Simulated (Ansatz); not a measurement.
# TiCo (Pm-3m): equation of state

An exercise on one series of results from a longer session: the logs are not shown, and one member is left open.

Method: DFT LDA, scalar-relativistic, plane waves, PAW, in Ansatz 0.2.0.

## Starting point

It takes space group Pm-3m (No. 221, cubic). Conventional cell: a = 2.902 Å, b = 2.902 Å, c = 2.902 Å, α = 90.00°, β = 90.00°, γ = 90.00°. Around Ti (site symmetry m-3m) lie 8 Co at 2.51 Å. Co (site symmetry m-3m) is surrounded by 8 Ti at 2.51 Å.

As a file:

```cif
data_structure
_symmetry_space_group_name_H-M 'Pm-3m'
_symmetry_Int_Tables_number 221
_cell_length_a 2.9021
_cell_length_b 2.9021
_cell_length_c 2.9021
_cell_angle_alpha 90.000
_cell_angle_beta 90.000
_cell_angle_gamma 90.000
_cell_volume 24.44
loop_
_atom_site_label
_atom_site_type_symbol
_atom_site_symmetry_multiplicity
_atom_site_Wyckoff_symbol
_atom_site_fract_x
_atom_site_fract_y
_atom_site_fract_z
_atom_site_occupancy
Ti1 Ti 1 a 0.00000 0.00000 0.00000 1
Co1 Co 1 b 0.50000 0.50000 0.50000 1
```

This cell comes from an earlier session at LDA: 12.221 Å³/atom at 0.05 GPa, on a 16×16×16 mesh.

Volume factors to run: 0.980, 1.020, 0.960, 1.040.

Set-up of the first run:

File input.yaml:

```yaml
crystal:
  lattice:
    - [2.8825867411, 0.0, 0.0]
    - [0.0, 2.8825867411, 0.0]
    - [0.0, 0.0, 2.8825867411]
  atoms:
    - { symbol: Ti, position: [0.0, 0.0, 0.0] }
    - { symbol: Co, position: [0.5, 0.5, 0.5], spin: 0.27 }
basis:
  ecutwfc: 420
  ecutrho_ratio: 4
kpoints:
  mp_grid: { grid: [16, 16, 16] }
hamiltonian:
  xc: lda
scf:
  occupations: { method: gaussian, width: 0.05 }
output:
  forces: true
  stress: true
  eigenvalues: true
  populations: true
magnetization:
  spin_polarized: true
```

Command:

```console
ansatz run input.yaml --threads 2 --pin off --max-ram 5120MiB --backend cpu --events-out ev --progress --plain --runs-dir out
```

Among the steps run: At 0.980 of the relaxed volume; Scaling the volume by 1.020; Volume × 0.960; Volume × 1.040.

One of the session's tables, all rows but one given; the rest of the session is left out.

| volume (Å³/atom) | energy (meV/atom) | pressure (GPa) | moment of atom 2 (μB) |
| --- | --- | --- | --- |
| 11.732 | 13.95 | 9.31 | 0.14 |
| 11.976 | ? | ? | ? |
| 12.221 | 0.00 | 0.05 | 0.25 |
| 12.465 | 3.01 | -3.95 | 0.27 |
| 12.709 | 11.81 | -7.55 | 0.30 |

Q: Estimate the row for volume (Å³/atom) = 11.976 from the others.

Worked estimate for «energy (meV/atom)». A straight line through the neighbours (11.732, 13.95) and (12.221, 0.00) gives 13.95 + (0.00 − 13.95) × (11.976 − 11.732) / (12.221 − 11.732) = 6.99; a parabola fitted to 3 rows on both sides gives 3.66.

**Answer.** energy (meV/atom): 3.45; pressure (GPa): 4.46; moment of atom 2 (μB): 0.21. In «energy (meV/atom)» the line misses by +3.54 and the parabola by +0.21.

volume (Å³/atom), energy (meV/atom) and a bar:
```
    11.73       13.9 ##############################
    11.98        3.5 #######
    12.22        0.0 
    12.46        3.0 ######
    12.71       11.8 #########################
```

Caveats from the session: Warnings in the runs' records: stability check not made.
